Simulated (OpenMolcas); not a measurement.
# SnO (tin(ii) oxide): levels of theory compared

We compute a comparison of 4 runs (HF/STO-3G, HF/def2-TZVPPD, TPSS/def2-TZVPPD, MP2/def2-TZVPPD) of SnO (tin(ii) oxide). 

Program for the calculation: OpenMolcas 26.06.

1 further run of the same task is left out (it didn't finish).

### 1 The structure to begin with

SnO: 2 atoms, total charge 0, spin state singlet. SMILES: `[O]=[Sn]`. Geometry: relaxed at PBE0-D4/def2-TZVP.

Bond lengths: O1–Sn2 1.818 Å.

### 2 Energy and gradient at HF/STO-3G (run 1)

Input file test.input:

```
&gateway
baslib = $CurrDir
coord
2
angstrom
O        0.000000       0.000000      -0.007080
Sn       0.000000       0.000000       1.810660
basis = STO-3G
group = NoSym
&seward
&scf
thresholds = 1e-10 1e-07 1e-07 1e-05
prorbitals = 1 2
&alaska
```

The basis set STO-3G is read from a file made from the Basis Set Exchange's data (not shown).

On the command line:

```console
$ export MOLCAS_MEM=1860
$ pymolcas test.input > test.log
```

Output:

```text
--- Start Module: gateway ---
[...]
--- Stop Module: gateway /rc=_RC_ALL_IS_WELL_ ---
[...]
      Basis functions           32
[...]
--- Start Module: scf ---
[...]
       Convergence after  14 Iterations
[...]
::    Total SCF energy                              -6037.0464001734
[...]
      Total spin, S                                     0.0000000000
[...]
      Total electronic charge=   58.000000
      Total            charge=   -0.000000
[...]
      Dipole Moment (debye):
      Origin of the operator (angstrom)=    0.0000    0.0000    1.5967
                   X=  1.9280E-15               Y= -2.4425E-15               Z=  1.8519E+00           Total=  1.8519E+00
      Quadrupole Moment (debye*angstrom):
[...]
--- Stop Module: scf /rc=_RC_ALL_IS_WELL_ ---
--- Start Module: alaska ---
[...]
 *              Molecular gradients               *
 **************************************************
  Irreducible representation: a
 ------------------------------------------------------------------------------------------
                              X                       Y                       Z
 ------------------------------------------------------------------------------------------
  O1               -1.32953553271775E-16    1.43977870769291E-17   -8.83971213744914E-02
  SN2               1.32953553271776E-16   -1.43977870769307E-17    8.83971213744772E-02
 ------------------------------------------------------------------------------------------
--- Stop Module: alaska /rc=_RC_ALL_IS_WELL_ ---
[...]
```

It took 2 s on 1 thread of Arm Neoverse V2, shared host; peak memory 0.37 GiB.

### 3 Energy and forces at HF/def2-TZVPPD (core potential) (run 2)

Input file mol.inp:

```
>>> EXPORT MOLCAS_PRINT=2

&GATEWAY
 BasLib=$CurrDir
 Coord
 2
 angstrom
 O        0.000000       0.000000      -0.007080
 Sn       0.000000       0.000000       1.810660
 Basis=def2-TZVPPD
 Group=NoSym

&SEWARD

&SCF
 Thresholds=1e-10 1e-07 1e-07 1e-05
 PrOrbitals=1 1

&ALASKA
```

The basis set def2-TZVPPD is read from a file made from the Basis Set Exchange's data (not shown).

On the command line:

```console
$ export MOLCAS_MEM=1860
$ pymolcas mol.inp > mol.log
```

Output:

```text
--- Start Module: gateway ---
[...]
--- Stop Module: gateway /rc=_RC_ALL_IS_WELL_ ---
[...]
      Basis functions           96
[...]
--- Start Module: scf ---
[...]
       Convergence after  15 Iterations
[...]
::    Total SCF energy                               -288.2202024444
[...]
      Total spin, S                                     0.0000000000
[...]
      Total electronic charge=   30.000000
      Total            charge=   -0.000000
[...]
      Dipole Moment (debye):
      Origin of the operator (angstrom)=    0.0000    0.0000    1.5967
                   X= -2.1353E-16               Y= -1.5957E-15               Z=  5.3040E+00           Total=  5.3040E+00
      Quadrupole Moment (debye*angstrom):
[...]
--- Stop Module: scf /rc=_RC_ALL_IS_WELL_ ---
[...]
--- Start Module: alaska ---
[...]
 *              Molecular gradients               *
 **************************************************
  Irreducible representation: a
 ------------------------------------------------------------------------------------------
                              X                       Y                       Z
 ------------------------------------------------------------------------------------------
  O1                2.19633090514428E-15    1.04505523475305E-14   -2.75275804773010E-02
  SN2              -2.19633090514428E-15   -1.04505523475305E-14    2.75275804773081E-02
 ------------------------------------------------------------------------------------------
--- Stop Module: alaska /rc=_RC_ALL_IS_WELL_ ---
[...]
```

It took 7.8 s on 1 thread of Arm Neoverse V2, shared host; peak memory 0.53 GiB.

### 4 Energy and forces at TPSS/def2-TZVPPD (core potential) (run 3)

Input file run.input:

```
>>> EXPORT MOLCAS_PRINT=2

&GATEWAY
  BasLib
  $CurrDir
  Coord
  2
  angstrom
  O        0.000000       0.000000      -0.007080
  Sn       0.000000       0.000000       1.810660
  Basis
  def2-TZVPPD
  Group
  NoSym

&SEWARD
  GridInput
  Grid=UltraFine
  End of Grid

&SCF
  KSDFT
  2
  1.0 MGGA_X_TPSS
  1.0 MGGA_C_TPSS
  Thresholds
  1e-10 1e-07 1e-07 1e-05
  PrOrbitals
  1 1

&ALASKA
```

The basis set def2-TZVPPD is read from a file made from the Basis Set Exchange's data (not shown).

On the command line:

```console
$ export MOLCAS_MEM=1860
$ pymolcas run.input > run.log
```

Output:

```text
--- Start Module: gateway ---
[...]
--- Stop Module: gateway /rc=_RC_ALL_IS_WELL_ ---
[...]
      Basis functions           96
[...]
--- Start Module: scf ---
[...]
       Convergence after  22 Iterations
[...]
::    Total KS-DFT energy                            -289.4804897951
[...]
      Total spin, S                                     0.0000000000
[...]
      Total electronic charge=   30.000000
      Total            charge=   -0.000000
[...]
      Dipole Moment (debye):
      Origin of the operator (angstrom)=    0.0000    0.0000    1.5967
                   X= -2.1032E-15               Y=  4.2655E-15               Z=  3.9485E+00           Total=  3.9485E+00
      Quadrupole Moment (debye*angstrom):
[...]
--- Stop Module: scf /rc=_RC_ALL_IS_WELL_ ---
[...]
--- Start Module: alaska ---
[...]
 *              Molecular gradients               *
 **************************************************
  Irreducible representation: a
 ------------------------------------------------------------------------------------------
                              X                       Y                       Z
 ------------------------------------------------------------------------------------------
  O1                3.96509961680840E-15   -7.47541182186921E-15    1.80707500512263E-02
  SN2              -3.96911095350236E-15    7.47476151232358E-15   -1.80707500512192E-02
 ------------------------------------------------------------------------------------------
--- Stop Module: alaska /rc=_RC_ALL_IS_WELL_ ---
[...]
```

Run time: 29 s. Hardware: 1 thread of Arm Neoverse V2, shared host; peak memory 0.53 GiB.

### 5 A single-point energy at MP2/def2-TZVPPD (core potential) (run 4)

Input file test.input:

```
* OSn MP2

&GATEWAY
  BasLib=$CurrDir
  Coord
  2
  angstrom
  O        0.000000       0.000000      -0.007080
  Sn       0.000000       0.000000       1.810660
  Basis=def2-TZVPPD
  Group=NoSym

&SEWARD

&SCF
  Thresholds=1e-10 1e-07 1e-07 1e-05
  PrOrbitals=1 1

&MBPT2
  Frozen=5
```

The basis set def2-TZVPPD is read from a file made from the Basis Set Exchange's data (not shown).

On the command line:

```console
$ export MOLCAS_MEM=1860
$ pymolcas test.input > test.log
```

Output:

```text
--- Start Module: gateway ---
[...]
--- Stop Module: gateway /rc=_RC_ALL_IS_WELL_ ---
[...]
      Basis functions           96
[...]
--- Start Module: scf ---
[...]
       Convergence after  15 Iterations
[...]
::    Total SCF energy                               -288.2202024444
[...]
      Total spin, S                                     0.0000000000
[...]
      Total electronic charge=   30.000000
      Total            charge=   -0.000000
[...]
      Dipole Moment (debye):
      Origin of the operator (angstrom)=    0.0000    0.0000    1.5967
                   X= -2.1353E-16               Y= -1.5957E-15               Z=  5.3040E+00           Total=  5.3040E+00
      Quadrupole Moment (debye*angstrom):
[...]
--- Stop Module: scf /rc=_RC_ALL_IS_WELL_ ---
[...]
--- Start Module: mbpt2 ---
[...]
WARNING!
Default frozen orbitals as non valence orbitals is overwritten by user input.
Default values:   1
[...]
       Reference weight ( Cref**2 )         =        0.84280
::    Total MBPT2 energy                             -288.7913443112
[...]
      Total MBPT2 calculations                           0.16      0.19
--- Stop Module: mbpt2 /rc=_RC_ALL_IS_WELL_ ---
[...]
```

It took 5.1 s on 1 thread of Arm Neoverse V2, shared host; peak memory 0.53 GiB.

### 6 All runs side by side

| run | level | integration grid | task | energy (Eh) | dipole moment (D) of the reference | HOMO energy (eV) | LUMO energy (eV) | wall time |
| --- | --- | --- | --- | --- | --- | --- | --- | --- |
| 1 | HF/STO-3G | – | gradient | -6037.046400 | 1.85 | -5.95 | 5.84 | 2 s |
| 2 | HF/def2-TZVPPD (core potential) | – | gradient | -288.220202 | 5.30 | -10.46 | 0.14 | 7.8 s |
| 3 | TPSS/def2-TZVPPD (core potential) | UltraFine | gradient | -289.480490 | 3.95 | -6.53 | -2.93 | 29 s |
| 4 | MP2/def2-TZVPPD (core potential) | – | energy | -288.791344 | 5.30 | -10.46 | 0.14 | 5.1 s |

### 7 Results

| quantity | value |
| --- | --- |
| run 4: total energy | -288.79134 Eh |
| run 4: dipole moment (mean-field density) | 5.30 D |
| run 4: HOMO energy (Hartree–Fock orbitals) | -10.46 eV |
| run 4: LUMO energy (Hartree–Fock orbitals) | 0.14 eV |
| run 4: HOMO–LUMO gap (Hartree–Fock orbitals) | 10.59 eV |
| run 4: correlation energy (5 core orbitals frozen) | -571.1 mEh |

**Reading.** Over runs 1, 2, 3 the dipole moment (its size) runs from 1.85 D (HF/STO-3G) to 5.30 D (HF/def2-TZVPPD). The two ends differ in basis and core potential. Over runs 1, 2, 3 the HOMO–LUMO gap runs from 3.60 eV (TPSS/def2-TZVPPD) to 11.79 eV (HF/STO-3G). The two ends differ in method and basis and core potential. Some runs of one species differ in core potentials or relativity; totals across that change don't compare. In run 1 the basis is minimal, so the values are rough. In run 1 relativity is left out where basis or elements ask for it. All runs together took 44 s, the longest 29 s.
